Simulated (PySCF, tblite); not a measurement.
# C2H7F3OSi2: geometry, infrared bands and NMR shifts

Aim: predict the infrared bands and NMR shifts of C2H7F3OSi2 (`O[SiH2]C[SiH2]C(F)(F)F`).

Computed with tblite 0.8.0 and PySCF 2.14.0, with density-fitted response routines of our own, on a single molecule in the gas phase. Atoms are numbered from 0 throughout.

## 1. Starting geometry

15 atoms, charge 0, multiplicity 1; geometry from: force field or distance geometry start.

Bonds of the start (Å): O0–Si1 1.66, Si1–C2 1.84, C2–Si3 1.87, Si3–C4 1.83, C4–F5 1.35, C4–F6 1.36, C4–F7 1.35, O0–H8 0.97, Si1–H9 1.48, Si1–H10 1.47, C2–H11 1.09, C2–H12 1.10, Si3–H13 1.49, Si3–H14 1.49.

## 2. Geometry optimisation with GFN2-xTB

What the job is given:

```
{"job": {"kind": "relax", "xc": "GFN2-xTB", "basis": "xTB"}, "charge": 0, "multiplicity": 1}
O      1.541000     0.603400     1.649700
Si     1.798900    -0.211300     0.227600
C      0.414000    -1.321500    -0.239200
Si    -1.007900    -0.238800    -0.805400
C     -1.639800     0.905600     0.478900
F     -1.960700     0.264500     1.619600
F     -0.723100     1.864100     0.786100
F     -2.747500     1.561400     0.060100
H      1.107500     1.473800     1.584200
H      3.018800    -1.035000     0.418700
H      2.070600     0.783500    -0.819900
H      0.701000    -1.987300    -1.056100
H      0.096100    -1.949900     0.607100
H     -0.590400     0.463300    -2.046900
H     -2.082900    -1.167900    -1.256200
```

Launch:

```console
> OMP_NUM_THREADS=1 python probes_run.py task.json out
```

One launch serves the whole session: the jobs run in the order shown.

**Question.** This job is followed by: GFN2-xTB harmonic vibrations, gas phase; GIAO PBE0/pcSseg-1 NMR shielding, non-relativistic, gas phase. What will the session give for the following? strongest single infrared mode (GFN2-xTB); zero-point energy (GFN2-xTB); 13C shifts against TMS (PBE0/pcSseg-1); 1H shifts against TMS (PBE0/pcSseg-1, means over atoms taken as alike); 17O shifts against H2O (PBE0/pcSseg-1); 29Si shifts against TMS (PBE0/pcSseg-1); 19F shifts against CFCl3 (PBE0/pcSseg-1, means over atoms taken as alike).

As calculated:

```
                                                                 quantity                       value
                                strongest single infrared mode (GFN2-xTB)       2274 cm⁻¹, 418 km/mol
                                             zero-point energy (GFN2-xTB)               54.1 kcal/mol
                                   13C shifts against TMS (PBE0/pcSseg-1)             141.4, -4.7 ppm
   1H shifts against TMS (PBE0/pcSseg-1, means over atoms taken as alike)  5.16, 4.43, 2.07, 0.03 ppm
                                   17O shifts against H2O (PBE0/pcSseg-1)                    25.4 ppm
                                  29Si shifts against TMS (PBE0/pcSseg-1)            -23.0, -41.5 ppm
19F shifts against CFCl3 (PBE0/pcSseg-1, means over atoms taken as alike)                   -73.3 ppm
```

What this shows: Over 45 steps the energy fell by 0.551 eV; of the close pairs, Si3–C4 changed most, 1.833 to 1.951 Å. No mode is imaginary among the 39: a minimum at this level. The strongest single mode, at 2274 cm⁻¹, moves mainly H14. GFN2-xTB is a fitted tight-binding method: band positions and strengths are rough. Its intensities can rank the bands wrongly. At PBE0/pcSseg-1: Shielding is most anisotropic at F5, F6, F7 (span 188 ppm, paramagnetic term -231 ppm).
